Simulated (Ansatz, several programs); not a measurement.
An ordered 8-atom cell of InGa₃P₄ on the zincblende lattice (P-43m), relaxed with r2SCAN in Ansatz (plane waves, PAW): it is cubic, P-43m (No. 215); conventional cell a = 5.566 Å, 21.56 Å³ an atom. Ga is surrounded by 4 P at 2.38 Å; P is surrounded by 3 Ga at 2.38 Å and 1 In at 2.51 Å; In is surrounded by 4 P at 2.51 Å. The cell was then scaled with its shape and fractional coordinates held, which makes it stiffer than a relaxed compression. These are computed values for a spin-unpolarised cell that may be hypothetical; none is a measurement.

```tsv
V (Å³/atom)	E (meV/atom)
20.266	22.18
20.913	5.23
21.560	0.00
22.854	17.91
```

Q: Pass a cubic E = c₀ + c₁u + c₂u² + c₃u³, with u = V − 21.398 Å³, through these points.

A: c₀ = 0.30, c₁ = -3.862, c₂ = 12.479, c₃ = -1.0446 (meV and Å³).

Q: Where is the minimum, and what bulk modulus follows?

A: dE/du = 0 at u = +0.158, so V₀ = 21.56 Å³. B = V₀ d²E/dV² = 21.56 × (2c₂ + 6c₃u) = 21.56 × 23.968 = 517 meV/Å³, and 1 meV/Å³ is 0.16022 GPa: 83 GPa. A third-order Birch-Murnaghan fit to all five points gives 21.56 Å³ and 82 GPa.

Q: Predict the energy and the pressure at the withheld volume, 22.207 Å³.

A: With u = +0.809: E ≈ 4.79 meV and P = −dE/dV ≈ -2.29 GPa. The run gives 4.73 meV and, from its stress, -2.28 GPa.
